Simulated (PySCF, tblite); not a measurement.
# C4H7NOSi: geometry, infrared bands and NMR shifts

What infrared bands and NMR shifts should C4H7NOSi (`C/C=C(\C#N)O[SiH3]`) show?

The runs use tblite 0.8.0 and PySCF 2.14.0, with density-fitted response routines of our own; the level of theory stands in each step. All values are computed, except where a source is named. Atoms count from 0, in the outputs and in this text.

### Step 1. The starting structure

14 atoms, charge 0, multiplicity 1; geometry from: force field or distance geometry start.

Bonds of the start (Å): C0–C1 1.49, C1–C2 1.32, C2–C3 1.45, C3–N4 1.15, C2–O5 1.40, O5–Si6 1.76, C0–H7 1.10, C0–H8 1.10, C0–H9 1.12, C1–H10 1.10, Si6–H11 1.47, Si6–H12 1.50, Si6–H13 1.45.

### Step 2. Geometry optimisation with GFN2-xTB

The job: settings as JSON, then the geometry in Å.

```
{"job": {"kind": "relax", "xc": "GFN2-xTB", "basis": "xTB"}, "charge": 0, "multiplicity": 1}
C     -2.015100    -0.443100     0.366600
C     -0.647800    -0.487300    -0.213200
C     -0.029200     0.645300    -0.508200
C     -0.648600     1.943100    -0.331300
N     -1.138800     2.977500    -0.181100
O      1.253300     0.509700    -1.045800
Si     2.386700    -0.393100    -0.048900
H     -2.564800     0.439000     0.002000
H     -2.472200    -1.411700     0.121000
H     -1.872600    -0.374400     1.475600
H     -0.126800    -1.439700    -0.373400
H      2.031200    -1.813800    -0.207600
H      2.067100     0.043300     1.347100
H      3.776800    -0.195100    -0.424900
```

On the command line:

```bash
$ OMP_NUM_THREADS=1 python probes_run.py task.json out
```

This one command runs all jobs of the session in turn.

What it wrote:

```text
step      E/eV     max force
  0    -566.49773    1.870
  1    -566.64479    1.940
  2    -566.69594    3.864
  3    -566.82704    1.956
  4    -566.86844    0.576
  5    -566.90402    0.419
  6    -566.93394    0.468
  7    -566.94728    0.425
  8    -566.96602    0.343
  9    -566.97669    0.390
 10    -566.99125    0.358
 11    -567.00603    0.314
 12    -567.02219    0.321
 13    -567.03637    0.283
 14    -567.04914    0.274
 15    -567.06170    0.283
 16    -567.07515    0.318
 17    -567.08660    0.275
 18    -567.09645    0.334
 19    -567.10700    0.324
 20    -567.11661    0.236
 21    -567.12388    0.210
 22    -567.12939    0.167
 23    -567.13421    0.165
 24    -567.13892    0.157
 25    -567.14365    0.162
 26    -567.14852    0.349
 27    -567.15349    0.188
 28    -567.15937    0.344
 29    -567.16437    0.187
 30    -567.16761    0.176
 31    -567.17026    0.208
 32    -567.17408    0.248
 33    -567.17680    0.193
 34    -567.17854    0.088
 35    -567.17968    0.121
 36    -567.18101    0.196
 37    -567.18269    0.171
 38    -567.18445    0.154
 39    -567.18602    0.090
 40    -567.18759    0.122
 41    -567.18958    0.189
 42    -567.19181    0.176
 43    -567.19348    0.101
 44    -567.19454    0.078
 45    -567.19529    0.081
 46    -567.19608    0.083
 47    -567.19696    0.083
 48    -567.19774    0.070
 49    -567.19837    0.079
 50    -567.19893    0.075
 51    -567.19952    0.059
 52    -567.20020    0.071
 53    -567.20111    0.093
 54    -567.20261    0.147
 55    -567.20497    0.140
 56    -567.20777    0.124
 57    -567.20990    0.099
 58    -567.21135    0.077
 59    -567.21221    0.120
 60    -567.21288    0.073
 61    -567.21374    0.150
 62    -567.21476    0.113
 63    -567.21656    0.091
 64    -567.21749    0.094
 65    -567.21854    0.177
 66    -567.21906    0.072
 67    -567.21944    0.136
 68    -567.21974    0.054
 69    -567.22006    0.088
 70    -567.22029    0.093
 71    -567.22066    0.102
 72    -567.22100    0.062
 73    -567.22127    0.042
 74    -567.22152    0.044
 75    -567.22175    0.047
 76    -567.22195    0.052
 77    -567.22217    0.058
 78    -567.22244    0.057
 79    -567.22275    0.050
 80    -567.22307    0.058
 81    -567.22340    0.048
 82    -567.22373    0.036
 83    -567.22402    0.034
 84    -567.22422    0.038
 85    -567.22434    0.030
 86    -567.22445    0.026
 87    -567.22464    0.032
 88    -567.22496    0.040
 89    -567.22545    0.057
 90    -567.22599    0.064
 91    -567.22647    0.065
 92    -567.22685    0.058
 93    -567.22721    0.059
 94    -567.22757    0.043
 95    -567.22796    0.052
 96    -567.22830    0.055
 97    -567.22870    0.062
 98    -567.22930    0.078
 99    -567.23011    0.078
100    -567.23074    0.067
101    -567.23118    0.047
102    -567.23150    0.047
103    -567.23175    0.048
104    -567.23204    0.041
105    -567.23245    0.036
106    -567.23275    0.062
107    -567.23292    0.048
108    -567.23310    0.037
109    -567.23326    0.024
110    -567.23341    0.030
111    -567.23351    0.030
112    -567.23359    0.026
113    -567.23366    0.021
114    -567.23371    0.028
115    -567.23374    0.030
116    -567.23377    0.019
117    -567.23380    0.010
```

It took 0.69 s on 1 thread of Arm Neoverse V1, shared host.

The steps of the relaxation: (not every step is listed)

```csv
step,energy from step 0 (eV),largest force (eV/Å)
0,0.0000,1.8703
1,-0.1471,1.9399
2,-0.1982,3.8642
3,-0.3293,1.9560
4,-0.3707,0.5759
5,-0.4063,0.4189
6,-0.4362,0.4677
7,-0.4495,0.4251
8,-0.4683,0.3432
18,-0.5987,0.3344
28,-0.6616,0.3442
38,-0.6867,0.1539
48,-0.7000,0.0696
58,-0.7136,0.0769
68,-0.7220,0.0540
78,-0.7247,0.0567
88,-0.7272,0.0401
98,-0.7316,0.0776
108,-0.7354,0.0366
112,-0.7359,0.0260
113,-0.7359,0.0209
114,-0.7360,0.0284
115,-0.7360,0.0296
116,-0.7360,0.0187
117,-0.7361,0.0100
```

Close pairs (by a distance rule), those that changed most:

```csv
bond,before (Å),after (Å),change (Å)
O5–Si6,1.759,1.629,-0.129
C2–O5,1.397,1.350,-0.047
Si6–H12,1.497,1.464,-0.033
C0–H9,1.120,1.090,-0.030
C2–C3,1.449,1.424,-0.025
C1–H10,1.097,1.082,-0.016
C0–H7,1.101,1.087,-0.015
C1–C2,1.324,1.338,+0.014
```

The end geometry stands in the next job.

### Step 3. Vibrational analysis with GFN2-xTB

The job: settings as JSON, then the geometry in Å.

```
{"job": {"kind": "ir", "xc": "GFN2-xTB", "basis": "xTB"}, "charge": 0, "multiplicity": 1}
C     -2.172126    -0.416530     0.391515
C     -0.695284    -0.413421     0.209200
C      0.012315     0.622374    -0.256456
C     -0.626262     1.838634    -0.630950
N     -1.129214     2.821960    -0.937190
O      1.352258     0.645542    -0.422316
Si     2.532794    -0.430037    -0.099434
H     -2.604240     0.548403     0.139985
H     -2.625078    -1.181471    -0.239387
H     -2.418288    -0.658114     1.425239
H     -0.164613    -1.318066     0.473669
H      2.342080    -1.646902    -0.891254
H      2.521964    -0.782639     1.321521
H      3.673018     0.369794    -0.506308
```

What it wrote:

```text
mode    cm-1     km/mol
  1      58.3      0.04
  2     121.3      2.06
  3     126.1      0.05
  4     128.2      0.05
  5     145.8      4.62
  6     234.0      2.42
  7     284.1      0.32
  8     302.0      9.17
  9     474.5      1.47
 10     532.5      8.64
 11     594.9     47.89
 12     611.6     40.01
 13     634.6     71.82
 14     726.5     24.89
 15     748.4    186.17
 16     802.6    272.11
 17     824.1     65.96
 18     824.4    265.65
 19     918.9    126.59
 20     999.6     21.53
 21    1027.7      3.07
 22    1146.0     38.63
 23    1237.6    342.44
 24    1297.9     28.83
 25    1402.0      8.20
 26    1466.0      6.86
 27    1473.0     13.13
 28    1667.9     45.93
 29    2240.6    399.14
 30    2266.9    148.23
 31    2371.4    119.79
 32    2376.5    264.62
 33    2995.8     16.27
 34    3013.7     19.92
 35    3052.3      2.44
 36    3072.7     50.58
```

Run time: 0.39 s. Hardware: 1 thread of Arm Neoverse V1, shared host.

The strongest bands and the atoms that carry them (share of the mass-weighted mode):

```csv
cm⁻¹,km/mol,atoms
748,186.2,"H13 57 %, H12 20 %, H11 17 %"
803,272.1,"H11 37 %, H12 34 %, H13 24 %"
824,265.6,"H11 36 %, H12 35 %, H13 11 %"
919,126.6,"O5 40 %, C2 17 %, Si6 15 %"
1238,342.4,"C2 36 %, O5 33 %, H10 15 %"
2241,399.1,"H11 51 %, H12 45 %"
2267,148.2,"H12 52 %, H11 46 %"
2376,264.6,H13 91 %
```

### Step 4. NMR shieldings: PBE0/pcSseg-1

Same as in step 3 but for these lines:

```diff
@@ -1,2 +1,2 @@
-{"job": {"kind": "ir", "xc": "GFN2-xTB", "basis": "xTB"}, "charge": 0, "multiplicity": 1}
+{"job": {"kind": "nmr", "xc": "PBE0", "basis": "pcSseg-1"}, "charge": 0, "multiplicity": 1}
 C     -2.172126    -0.416530     0.391515
```

Level: GIAO PBE0/pcSseg-1 NMR shielding, non-relativistic, gas phase.

What it wrote:

```text
coarse grid: 12456 points
cycle   1  E = -575.4362201744  dE =  9.753e-01  |g| = 7.069e-01  |ddm| = 3.527e+00
cycle   2  E = -575.2391843841  dE =  1.970e-01  |g| = 1.226e+00  |ddm| = 1.564e+00
cycle   3  E = -575.5232686387  dE = -2.841e-01  |g| = 2.171e-01  |ddm| = 1.075e+00
cycle   4  E = -575.5325278623  dE = -9.259e-03  |g| = 7.717e-02  |ddm| = 1.917e-01
cycle   5  E = -575.5336838394  dE = -1.156e-03  |g| = 2.157e-02  |ddm| = 7.212e-02
cycle   6  E = -575.5337734065  dE = -8.957e-05  |g| = 7.411e-03  |ddm| = 2.156e-02
cycle   7  E = -575.5337861742  dE = -1.277e-05  |g| = 2.207e-03  |ddm| = 8.065e-03
cycle   8  E = -575.5337873707  dE = -1.197e-06  |g| = 3.202e-04  |ddm| = 2.017e-03
final grid: 116568 points
cycle   9  E = -575.5840349820  dE = -2.106e-05  |g| = 9.101e-03  |ddm| = 2.477e-02
cycle  10  E = -575.5840140513  dE =  2.093e-05  |g| = 1.389e-02  |ddm| = 1.627e-02
cycle  11  E = -575.5840500867  dE = -3.604e-05  |g| = 1.955e-03  |ddm| = 1.126e-02
cycle  12  E = -575.5840509864  dE = -8.997e-07  |g| = 3.924e-04  |ddm| = 1.830e-03
cycle  13  E = -575.5840510113  dE = -2.484e-08  |g| = 1.861e-04  |ddm| = 3.754e-04
cycle  14  E = -575.5840510174  dE = -6.085e-09  |g| = 7.043e-05  |ddm| = 1.626e-04
cycle  15  E = -575.5840510185  dE = -1.087e-09  |g| = 1.861e-05  |ddm| = 6.123e-05
cycle  16  E = -575.5840510186  dE = -8.708e-11  |g| = 2.697e-06  |ddm| = 1.864e-05
converged SCF energy = -575.5840510186

GIAO shielding tensors (ppm)
atom      isotropic    diamagn.    paramagn.     s11        s22        s33       span
  0 C      169.777     246.353     -76.575    156.186    168.173    184.973     28.787
  1 C       60.335     260.838    -200.503    -42.950     65.289    158.665    201.616
  2 C       50.794     250.057    -199.263    -46.821     98.935    100.268    147.089
  3 C       68.075     261.409    -193.334    -45.963    -41.809    291.997    337.961
  4 N      -54.218     340.761    -394.978   -212.278   -180.548    230.174    442.452
  5 O      248.260     395.825    -147.566    167.032    257.552    320.195    153.164
  6 Si     391.213     879.915    -488.702    354.088    356.524    463.026    108.938
  7 H       29.287      29.388      -0.100     24.957     29.753     33.152      8.195
  8 H       29.713      27.839       1.874     25.385     27.215     36.539     11.154
  9 H       29.742      27.925       1.817     25.401     27.309     36.516     11.115
 10 H       26.170      34.725      -8.555     23.749     24.568     30.194      6.445
 11 H       26.778      29.705      -2.927     23.815     25.065     31.454      7.639
 12 H       26.795      29.770      -2.975     23.880     25.132     31.373      7.493
 13 H       26.834      28.785      -1.950     22.975     25.497     32.031      9.056
```

Run time: 28 s. Hardware: 1 thread of Arm Neoverse V1, shared host; peak memory 0.71 GiB.

Shifts follow as δ = σ(reference) − σ, with reference shieldings (ppm) from runs at the same level and on the same kind of geometry: 1H TMS 31.72, 13C TMS 186.9, 29Si TMS 349.2, 15N NH3 267.7, 17O H2O 336.1. The references are single molecules in the gas phase, so shifts against H2O, NH3, PH3, H3PO4 or CFCl3 are not on the usual liquid scales and can be off by tens of ppm. Atoms listed in one row are averaged.

```csv
atoms,environment,σ (ppm),δ (ppm),δ scaled to CDCl3
C2,alkene carbon bearing oxygen,50.8,136.1,130.9
C1,β carbon of an enol-ether or enamine type C=C,60.3,126.6,121.6
C3,nitrile carbon,68.1,118.8,114.1
C0,allylic methyl carbon,169.8,17.1,14.8
H10,hydrogen on a β carbon of an enol-ether or enamine type C=C,26.17,5.55,5.33
"H11, H12, H13",hydrogen on a silicon bonded to O,26.80,4.91,–
"H7, H8, H9",hydrogen on an allylic methyl carbon,29.58,2.14,2.12
N4,nitrile nitrogen,-54.2,321.9,–
O5,"oxygen bonded to C, Si",248.3,87.8,–
Si6,"silicon bonded to O, 3 H",391.2,-42.1,–
```

The scaled column applies a straight-line fit of computed shieldings to shifts measured in CDCl3 (root-mean-square error 0.16 ppm for H, 1.9 ppm for C).

The run also stored atomic charges by several schemes (e):

```csv
atoms,Mulliken,IAO,Hirshfeld,ESP fit
C0,-0.19,-0.42,-0.11,-0.50
C1,-0.24,-0.17,-0.04,-0.04
C2,0.27,0.15,0.08,-0.02
C3,0.08,0.13,0.08,0.47
N4,-0.24,-0.22,-0.20,-0.47
O5,-0.62,-0.58,-0.19,-0.35
Si6,0.68,0.87,0.40,0.62
```

Mayer bond orders: C0–C1 1.07, C1–C2 1.79, C2–C3 1.02, C3–N4 3.00, C2–O5 0.95, O5–Si6 0.90.

### Step 5. Outcome

| quantity | value |
| --- | --- |
| strongest single infrared mode (GFN2-xTB) | 2241 cm⁻¹, 399 km/mol |
| zero-point energy (GFN2-xTB) | 60.3 kcal/mol |
| 13C shifts against TMS (PBE0/pcSseg-1) | 136.1, 126.6, 118.8, 17.1 ppm |
| 1H shifts against TMS (PBE0/pcSseg-1, means over atoms taken as alike) | 5.55, 4.91, 2.14 ppm |
| 15N shifts against NH3 (PBE0/pcSseg-1) | 321.9 ppm |
| 17O shifts against H2O (PBE0/pcSseg-1) | 87.8 ppm |
| 29Si shifts against TMS (PBE0/pcSseg-1) | -42.1 ppm |

In words: Relaxing lowered the energy by 0.736 eV in 117 steps; the close pair that moved most is O5–Si6, from 1.759 to 1.629 Å. All 36 modes are real, so the xTB geometry is a minimum. The strongest single mode, at 2241 cm⁻¹, moves mainly H11 and H12. Unscaled tight-binding wavenumbers are off by several per cent, some by more. Its intensities can rank the bands wrongly. C2 (alkene carbon bearing oxygen) lies farthest downfield among carbon, at 136.1 ppm; an sp2 carbon further deshielded by the attached heteroatom. H10 (hydrogen on a β carbon of an enol-ether or enamine type C=C) lies farthest downfield among hydrogen, at 5.55 ppm; attached to an sp2 carbon and in the plane of the double bond. At PBE0/pcSseg-1: The largest span, 442 ppm, is at N4, where the paramagnetic term is -395 ppm.
